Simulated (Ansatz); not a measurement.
# NaLaMnMoO6 (I-4) in Ansatz: settings compared

One crystal, NaLaMnMoO6, is run at these levels: revPBE, PBEsol; tasks: relaxation of cell and atoms.

Everything below comes from runs of Ansatz 0.2.0. Logs are shortened: lines on timing, memory, paths and dates and some standing lists are left out, and cuts for length are marked.

## Step 1: The crystal as given

The structure is tetragonal, space group I-4 (No. 82). The conventional cell has a = 5.446 Å, b = 5.446 Å, c = 7.798 Å, α = 90.00°, β = 90.00°, γ = 90.00°. Around Na (site symmetry -4) lie 8 O at 2.51 to 2.72 Å. Around La (site symmetry -4) lie 8 O at 2.51 to 2.72 Å. Mn (site symmetry -4) is surrounded by 6 O at 1.93 to 1.94 Å. Mo (site symmetry -4) is surrounded by 6 O at 1.96 to 1.97 Å. O (site symmetry 1) has 1 Mn at 1.94 Å and 1 Mo at 1.97 Å as nearest neighbours. Around O (site symmetry 2) lie 1 Mn at 1.93 Å and 1 Mo at 1.96 Å.

The cell was built by a generator and needn't be a form met in nature.

## Step 2: Relaxation of cell and atoms, revPBE, collinear spin, ferromagnetic start

input.yaml

```yaml
crystal:
  lattice:
    - [-2.72294, 2.72294, 3.89889]
    - [2.72294, -2.72294, 3.89889]
    - [2.72294, 2.72294, -3.89889]
  atoms:
    - { symbol: Na, position: [0.25, 0.75, 0.5] }
    - { symbol: La, position: [0.75, 0.25, 0.5] }
    - { symbol: Mn, position: [0.5, 0.5, 0.0], spin: 4.0 }
    - { symbol: Mo, position: [0.0, 0.0, 0.0], spin: 1.0 }
    - { symbol: O, position: [0.20766, 0.29607, 0.50371] }
    - { symbol: O, position: [0.29605, 0.79234, 0.08841] }
    - { symbol: O, position: [0.79236, 0.70395, 0.49629] }
    - { symbol: O, position: [0.70393, 0.20764, 0.91159] }
    - { symbol: O, position: [0.25194, 0.25194, 0.0] }
    - { symbol: O, position: [0.74806, 0.74806, 0.0] }
hamiltonian:
  xc: revpbe
  pseudopotentials: { kind: paw }
magnetization:
  spin_polarized: true
kpoints:
  mp_grid: { grid: [5, 5, 5] }
scf:
  occupations: { method: fermi_dirac, width: 0.05 }
output:
  forces: true
  stress: true
  eigenvalues: true
  write_density: true
  write_potential: true
  elf: true
  volumetric_format: npy
relax:
  f_tol: 0.01
  max_steps: 40
  cell: { stress_tol: 0.05 }
```

Potentials or basis: Ansatz PAW.

Launch:

```console
ansatz run input.yaml --threads 8 --pin off --max-ram 20480MiB --backend cpu --events-out ev --progress --plain --runs-dir out
```

Standard output:

```text
Warning: RAYON_NUM_THREADS=8 ignored (pool sized by the plan → 8); use --threads N
Engine: ansatz 0.2.0, aarch64-unknown-linux-gnu
Pseudopotentials: kind: paw
Pseudopotential: Na, paw, valence charge 9, recommended cutoff 420 eV (normal), Na.paw.azcp
Pseudopotential: La, paw, valence charge 11, recommended cutoff 420 eV (normal), La.paw.azcp
Pseudopotential: Mn, paw, valence charge 15, recommended cutoff 420 eV (normal), Mn.paw.azcp
Pseudopotential: Mo, paw, valence charge 14, recommended cutoff 420 eV (normal), Mo.paw.azcp
Pseudopotential: O, paw, valence charge 6, recommended cutoff 420 eV (normal), O.paw.azcp
Functional definition: revPBE
  parameter kappa = 1.245
  parameter beta = 0.06672455060314922
  exchange = pbe_x(kappa = kappa, mu = beta*pi^2/3)
  correlation = pbe_c(beta = beta)
Crystal: 10 atoms, lattice volume = 115.632 Å³
Basis set: ecut = 420 eV, 2245 PW (Γ), exchange–correlation on 80×80×80 points (8 copies of the dense FFT grid, shifted against one another)
Bands: 55, of which v1, the nominal top of the filled ones, is band 43 counted from 1 (42 counted from 0)
Symmetry: 4 space group operations
Space group: I-4 (ITA 82), of the structure as read, at distance tolerance 4.9e-5 Å
Magnetic group: BNS 82.39 (UNI 699), of the structure as read, at distance tolerance 4.9e-5 Å
k-points: 21 of 125 (time reversal used)
Non-local potential: Na, projectors of the file, l = 0: 3, l = 1: 2, l = 2: 1
Non-local potential: La, projectors of the file, l = 0: 3, l = 1: 2, l = 2: 2, l = 3: 3
Non-local potential: Mn, projectors of the file, l = 0: 3, l = 1: 2, l = 2: 3, l = 3: 1
Non-local potential: Mo, projectors of the file, l = 0: 3, l = 1: 2, l = 2: 2, l = 3: 1
Non-local potential: O, projectors of the file, l = 0: 2, l = 1: 2, l = 2: 1
PAW form: soft (Blöchl's): semilocal exchange-correlation on the pseudo side does not see the compensation charge
PAW frozen core: Na, regenerated for the run's functional, and the local potential with it (the file was generated under x = pbe(κ = 0.804, μ = 0.2195149727645171), c = pbe(β = 0.06672455060314922))
PAW frozen core: La, regenerated for the run's functional, and the local potential with it (the file was generated under x = pbe(κ = 0.804, μ = 0.2195149727645171), c = pbe(β = 0.06672455060314922))
[... 351 lines left out ...]
  Σ components = -20028.252209   (vs F -20028.252209, Δ=0.00e0)
--- Forces (eV/Å), atoms counted from 1 ---
  atom   1  Na     0.00000000     0.00000000     0.00000000
  atom   2  La     0.00000000     0.00000000     0.00000000
  atom   3  Mn     0.00000000     0.00000000     0.00000000
  atom   4  Mo     0.00000000     0.00000000     0.00000000
  atom   5  O     -0.00141187     0.00138095    -0.00152378
  atom   6  O     -0.00138095    -0.00141187     0.00152378
  atom   7  O      0.00141187    -0.00138095    -0.00152378
  atom   8  O      0.00138095     0.00141187     0.00152378
  atom   9  O     -0.00000000    -0.00000000    -0.00038972
  atom  10  O      0.00000000     0.00000000     0.00038972
  max |Σ_I F_I| component: 5.12e-17 eV/Å
--- Stress (GPa, compression-positive) ---
       -0.012761       0.000000       0.000000
       -0.000000      -0.012761       0.000000
        0.000000       0.000000       0.000692
  P = ⅓ Tr σ = -0.0083 GPa (-0.083 kbar)
--- Band table (eV; the first three rows and the last of 42) ---
  k-point 0 ↑: bands = ["-70.3705", "-51.6203", "-40.4200", "-39.1204", "-39.1204", "-38.9245", "-25.7348", "-25.7309", "-25.7309", "-21.2087", "-12.2253", "-12.2253", "-12.1894", "-8.1512", "-7.7428", "-7.2593", "-7.0397", "-7.0397", "-6.7364", "-4.9627", "-4.9627", "-4.6376", "4.3003", "4.3461", "4.9007", "4.9464", "5.4592", "5.4592", "6.5116", "6.5118", "6.5118", "7.6794", "8.0246", "8.0246", "8.3760", "8.3760", "8.4972", "8.7600", "8.8348", "8.9411", "8.9411", "9.4434", "9.4434", "10.3263", "10.6734", "12.3539", "12.3539", "12.7322", "13.6999", "13.7115", "13.7115", "13.7491", "13.8194", "13.9688", "13.9688"]
  k-point 1 ↑: bands = ["-70.3705", "-51.6202", "-40.4200", "-39.1204", "-39.1204", "-38.9245", "-25.7348", "-25.7315", "-25.7311", "-21.2052", "-12.2273", "-12.2265", "-12.1898", "-8.1105", "-7.7308", "-7.3455", "-7.2278", "-7.0679", "-6.8475", "-4.7473", "-4.7250", "-4.5021", "4.2203", "4.8097", "5.0463", "5.1239", "5.3351", "5.6384", "5.8281", "6.4303", "6.5203", "7.1671", "7.4530", "7.5809", "7.8993", "8.3070", "8.3354", "8.5354", "8.7431", "8.8855", "9.3496", "9.6308", "9.7330", "10.3331", "11.5116", "12.2720", "12.3239", "12.6915", "13.6361", "13.6594", "13.7056", "13.7528", "13.7759", "13.8752", "13.9039"]
  k-point 2 ↑: bands = ["-70.3705", "-51.6202", "-40.4200", "-39.1204", "-39.1204", "-38.9245", "-25.7350", "-25.7325", "-25.7315", "-21.1994", "-12.2316", "-12.2284", "-12.1906", "-8.1597", "-7.7326", "-7.5344", "-7.2538", "-7.0802", "-7.0194", "-4.4227", "-4.3607", "-4.3029", "3.8428", "4.4868", "4.8025", "5.0538", "5.7393", "5.9807", "6.4086", "6.5531", "6.8101", "6.9092", "6.9851", "7.0784", "7.1529", "7.8609", "8.0516", "8.3300", "8.5345", "8.6764", "9.3358", "9.9021", "9.9785", "10.3138", "11.9999", "12.1847", "12.5079", "12.5753", "13.5796", "13.5862", "13.7009", "13.7123", "13.7307", "13.7939", "13.8462"]
  k-point 20 ↓: bands = ["-66.3614", "-51.7877", "-40.4206", "-35.3641", "-35.3640", "-34.6167", "-25.9646", "-25.8897", "-25.8893", "-21.2045", "-12.2287", "-12.2273", "-12.1948", "-8.3448", "-7.5333", "-7.4075", "-7.1074", "-7.0664", "-6.6888", "-4.7030", "-4.5254", "-4.2290", "4.2767", "4.6708", "4.8021", "5.5009", "5.6475", "5.7749", "6.3061", "6.5352", "6.9104", "7.3047", "7.5202", "7.7902", "7.9303", "8.1232", "8.2532", "8.3460", "8.7335", "8.8853", "11.4000", "12.2101", "12.2513", "13.0237", "13.1493", "13.1754", "13.6224", "13.6573", "13.6776", "13.7014", "13.7402", "13.8063", "13.8294", "13.9186", "13.9397"]
--- Relaxed structure (14 steps of the walk, 14 accepted, 3 SCFs on fresh bases) ---
  F+E_penalty+E_count = -20028.25220863 eV   max|allowed force component| = 1.524e-3 eV/Å   (the final SCF, on the basis selected at the relaxed cell)
  cell:  # Å, volume = 122.7797 Å³
    - [-2.7099877853581793, 2.7099877853581793, 4.179573583327104]
    - [2.7099877853581793, -2.7099877853581793, 4.179573583327104]
    - [2.7099877853581793, 2.7099877853581793, -4.179573583327104]
  atoms:
    - { symbol: Na, position: [0.24999999999999997, 0.7500000000000001, 0.5000000000000001] }
    - { symbol: La, position: [0.7500000000000001, 0.24999999999999997, 0.5000000000000001] }
    - { symbol: Mn, position: [0.5, 0.5, 7.863923886162894e-20] }
    - { symbol: Mo, position: [-6.484450938529315e-20, 9.34294017412792e-20, 7.863923886163018e-20] }
    - { symbol: O, position: [0.18854053936776946, 0.30091194826632284, 0.4996501892699277] }
    - { symbol: O, position: [0.3111096499021584, 0.8114594606322307, 0.11237140889855343] }
    - { symbol: O, position: [0.8012617589963951, 0.6888903500978417, 0.5003498107300723] }
    - { symbol: O, position: [0.699088051733677, 0.19873824100360482, 0.8876285911014465] }
    - { symbol: O, position: [0.23399191157380614, 0.23399191157380614, 7.863923886163012e-20] }
    - { symbol: O, position: [0.7660080884261941, 0.7660080884261941, 7.863923886162834e-20] }
```

v_z.tsv:

```text
# z_ang	v_es[eV]	v_tot_up[eV]	v_tot_dn[eV]
# format = ansatz-planar-average/11
# xc	revpbe
# density_cutoff_ev	1680
# datasets	Na=:simpson_from_first_knot:soft:shift=467196	La=:simpson_from_first_knot:soft:shift=321082	Mn=:simpson_from_first_knot:soft:shift=399960	Mo=:simpson_from_first_knot:soft:shift=242755	O=:simpson_from_first_knot:soft:shift=113481
# lattice	-2.709987785	2.709987785	4.179573583
# lattice	2.709987785	-2.709987785	4.179573583
# lattice	2.709987785	2.709987785	-4.179573583
# sites	10
# site	11	2.709987785	-0.000000000	2.089786792
# site	57	-0.000000000	2.709987785	2.089786792
# site	25	0.000000000	-0.000000000	4.179573583
# site	42	0.000000000	-0.000000000	-0.000000000
# site	8	1.658571055	1.049520764	-0.042622044
# site	8	1.660467021	-1.051416730	4.222195628
# site	8	1.051416730	1.660467021	4.136951539
# site	8	1.049520764	3.761404515	0.042622044
# site	8	0.000000000	-0.000000000	1.955972825
# site	8	0.000000000	-0.000000000	6.403174342
0.000000	-1.777469e0	-1.532606e1	-1.513458e1
0.141768	-1.517723e0	-1.498189e1	-1.478263e1
0.283535	-7.878525e-1	-1.400978e1	-1.379072e1
0.425303	2.842171e-1	-1.255389e1	-1.230939e1
0.567071	1.604893e0	-1.072127e1	-1.045152e1
0.708838	3.189969e0	-8.518389e0	-8.229517e0
[... 32 lines left out ...]
5.387170	-7.878525e-1	-1.400978e1	-1.379072e1
5.528938	-1.517723e0	-1.498189e1	-1.478263e1
```

Run time: 2.1 min. Hardware: 8 threads of Arm Neoverse V1, shared host; peak memory 0.84 GiB.

Results:

- Free energy: -20028.2522 eV
- Relaxed volume: 12.28 Å³/atom
- Relaxed cell: a = 5.671 Å, b = 5.671 Å, c = 5.671 Å, α = 122.90°, β = 122.90°, γ = 85.04°
- Space group after relaxing (to 0.05 Å): I-4 (No. 82)
- Energy gained by relaxing: 14.1 meV/atom
- Ionic steps: 17
- Pressure after relaxing: 0.0 GPa
- Band gap on the k mesh: none (metal or under the smearing width)
- Net moment: 3.63 μB per cell
- Absolute moment: 4.30 μB per cell
- Site moments: Na -0.00; La -0.00; Mn +3.18; Mo -0.14; O +0.02, +0.05 μB

Forces in eV/Å, atoms in the order of the input:
```
Na   0.000  0.000  0.000
La   0.000  0.000  0.000
Mn   0.000  0.000  0.000
Mo   0.000  0.000  0.000
O   -0.001  0.001 -0.002
O   -0.001 -0.001  0.002
O    0.001 -0.001 -0.002
O    0.001  0.001  0.002
O    0.000  0.000  0.000
O    0.000  0.000  0.000
```

The path:
```csv
step,energy change (eV),largest force (eV/Å),volume (Å³)
1,0.0000,0.1743,115.63
2,-0.0335,0.3961,117.91
3,-0.0594,0.3141,119.89
4,-0.0703,0.1008,120.49
5,-0.0747,0.0587,120.35
6,-0.0832,0.0423,120.51
7,-0.0824,0.2024,121.47
8,-0.0938,0.0307,121.56
9,-0.0932,0.0111,122.09
10,-0.0932,0.0050,122.11
11,-0.1369,0.0066,122.11
12,-0.1381,0.0400,122.78
13,-0.1384,0.0177,122.79
14,-0.1385,0.0030,122.76
15,-0.1409,0.0023,122.76
16,-0.1409,0.0025,122.78
17,-0.1409,0.0025,122.78
```

Final structure:
```
CELL_PARAMETERS angstrom
-2.70999 2.70999 4.17957
2.70999 -2.70999 4.17957
2.70999 2.70999 -4.17957
ATOMIC_POSITIONS crystal
Na 0.25000 0.75000 0.50000
La 0.75000 0.25000 0.50000
Mn 0.50000 0.50000 0.00000
Mo 0.00000 0.00000 0.00000
O 0.18854 0.30091 0.49965
O 0.31111 0.81146 0.11237
O 0.80126 0.68889 0.50035
O 0.69909 0.19874 0.88763
O 0.23399 0.23399 0.00000
O 0.76601 0.76601 0.00000
```

Caveat: the plane-wave basis is chosen anew once the cell has moved, so the energies of steps on either side of that aren't comparable; the pressure holds a Pulay correction of +0.5 GPa for the finite cutoff; a cell with one magnetic atom can't hold antiferromagnetic order, which such compounds often take; semilocal functionals often make such compounds metallic where correlation or magnetic order opens a gap, which also shifts bond lengths; the PAW data sets come from PBE, with cores solved anew for the run's functional, which leaves a small shift of forces and pressure; the starting moments weren't kept.

## Step 3: Relaxation of cell and atoms, PBEsol, collinear spin, ferromagnetic start

Changes to input.yaml since step 2:

```diff
@@ -17,3 +17,3 @@
 hamiltonian:
-  xc: revpbe
+  xc: pbesol
   pseudopotentials: { kind: paw }
```

Potentials or basis: Ansatz PAW.

Launch:

```console
ansatz run input.yaml --threads 8 --pin off --max-ram 20480MiB --backend cpu --events-out ev --progress --plain --runs-dir out
```

Wall time 85 s (8 threads of Arm Neoverse V1, shared host); peak memory 0.81 GiB.

The run converged. Its results:

| Property | Result |
| --- | --- |
| Free energy | -19776.4668 eV |
| Relaxed volume | 11.10 Å³/atom |
| Relaxed cell | a = 5.402 Å, b = 5.402 Å, c = 5.402 Å, α = 120.27°, β = 120.27°, γ = 89.53° |
| Space group after relaxing (to 0.05 Å) | I-4 (No. 82) |
| Energy gained by relaxing | 9.3 meV/atom |
| Ionic steps | 11 |
| Pressure after relaxing | 0.0 GPa |
| Band gap on the k mesh | none (metal or under the smearing width) |
| Net moment | 1.55 μB per cell |
| Absolute moment | 3.06 μB per cell |
| Site moments | Na +0.00; La -0.01; Mn +1.86; Mo -0.36; O +0.01 μB |

Forces in eV/Å, atoms in the order of the input:
```
Na   0.000  0.000  0.000
La   0.000  0.000  0.000
Mn   0.000  0.000  0.000
Mo   0.000  0.000  0.000
O    0.001  0.002  0.000
O   -0.002  0.001  0.000
O   -0.001 -0.002  0.000
O    0.002 -0.001  0.000
O    0.000  0.000  0.000
O    0.000  0.000  0.000
```

Step by step:
```csv
step,energy change (eV),largest force (eV/Å),volume (Å³)
1,0.0000,0.1694,115.63
2,-0.0869,0.2986,112.14
3,-0.1013,0.1725,111.48
4,-0.1078,0.1244,110.97
5,-0.1079,0.0200,111.23
6,-0.1082,0.0052,111.22
7,-0.1084,0.0034,111.19
8,-0.0930,0.0033,111.19
9,-0.0942,0.0223,110.94
10,-0.0940,0.0021,111.00
11,-0.0930,0.0020,111.00
```

Final structure:
```
Na La Mn Mo O
1.0
    -2.68978    2.68978    3.83540
     2.68978   -2.68978    3.83540
     2.68978    2.68978   -3.83540
Na La Mn Mo O
1 1 1 1 6
Direct
  0.25000 0.75000 0.50000
  0.75000 0.25000 0.50000
  0.50000 0.50000 0.00000
  0.00000 0.00000 0.00000
  0.21215 0.29584 0.50582
  0.29367 0.78785 0.08368
  0.79002 0.70633 0.49418
  0.70416 0.20998 0.91632
  0.25347 0.25347 0.00000
  0.74653 0.74653 0.00000
```

Levels at points of the mesh, in eV from the Fermi level:
Spin up:
```
           k point  band 39  band 40  band 41  band 42  band 43  band 44  band 45  band 46  band 47  band 48
(0.00, 0.00, 0.00)    -3.03    -3.03    -2.64    -2.38    -2.38    -0.53    -0.05     0.84     0.84     1.15
```
Spin down:
```
           k point  band 38  band 39  band 40  band 41  band 42  band 43  band 44  band 45
(0.00, 0.00, 0.00)    -3.18    -2.82    -2.82    -1.41    -1.41    -1.40     0.63     0.99
```

Caveat: the plane-wave basis is chosen anew once the cell has moved, so the energies of steps on either side of that aren't comparable; the pressure holds a Pulay correction of +0.7 GPa for the finite cutoff; a cell with one magnetic atom can't hold antiferromagnetic order, which such compounds often take; semilocal functionals often make such compounds metallic where correlation or magnetic order opens a gap, which also shifts bond lengths; the PAW data sets come from PBE, with cores solved anew for the run's functional, which leaves a small shift of forces and pressure; the starting moments weren't kept.

## Step 4: The reference run

An earlier run on the cell as given: functional PBE; potentials or basis Ansatz PAW; cutoff 420 eV (not typed: the program's choice for these potentials); k mesh 7 × 7 × 7; occupations fermi-dirac, width 0.05 eV; collinear spin, ferromagnetic start; starting moments [0.0, 0.0, 4.0, 1.0, 0.0, 0.0, 0.0, 0.0, 0.0, 0.0] μB.

* Pressure: 0.3 GPa
* Largest force: 0.083 eV/Å
* Band gap on the k mesh: none (metal or under the smearing width)
* Net moment: 1.96 μB per cell
* Absolute moment: 3.52 μB per cell
* Site moments: Na +0.00; La -0.01; Mn +2.24; Mo -0.37; O +0.01 μB

## Step 5: The runs side by side

```tsv
task	level	cell	k mesh	gap on the mesh (eV)	pressure (GPa)	moment (μB)	relaxed volume (Å³/atom)
relaxation of cell and atoms	revPBE	relaxed	5 × 5 × 5	none	0.0	3.63	12.28
relaxation of cell and atoms	PBEsol	relaxed	5 × 5 × 5	none	0.0	1.55	11.10
single point	PBE	as given	7 × 7 × 7	none	0.3	1.96	-
```

Alike in all rows: potentials or basis Ansatz PAW; spin collinear, ferromagnetic start; cutoff (eV) 420; smearing fermi-dirac 0.05 eV.

Caveats: a cell with one magnetic atom can't hold antiferromagnetic order, which such compounds often take; semilocal functionals often make such compounds metallic where correlation or magnetic order opens a gap, which also shifts bond lengths; the starting moments weren't kept; the plane-wave basis is chosen anew once the cell has moved, so the energies of steps on either side of that aren't comparable (some runs); the PAW data sets come from PBE, with cores solved anew for the run's functional, which leaves a small shift of forces and pressure (some runs).

Total energies depend on the potentials used, so only differences within one code and one set of settings carry meaning.
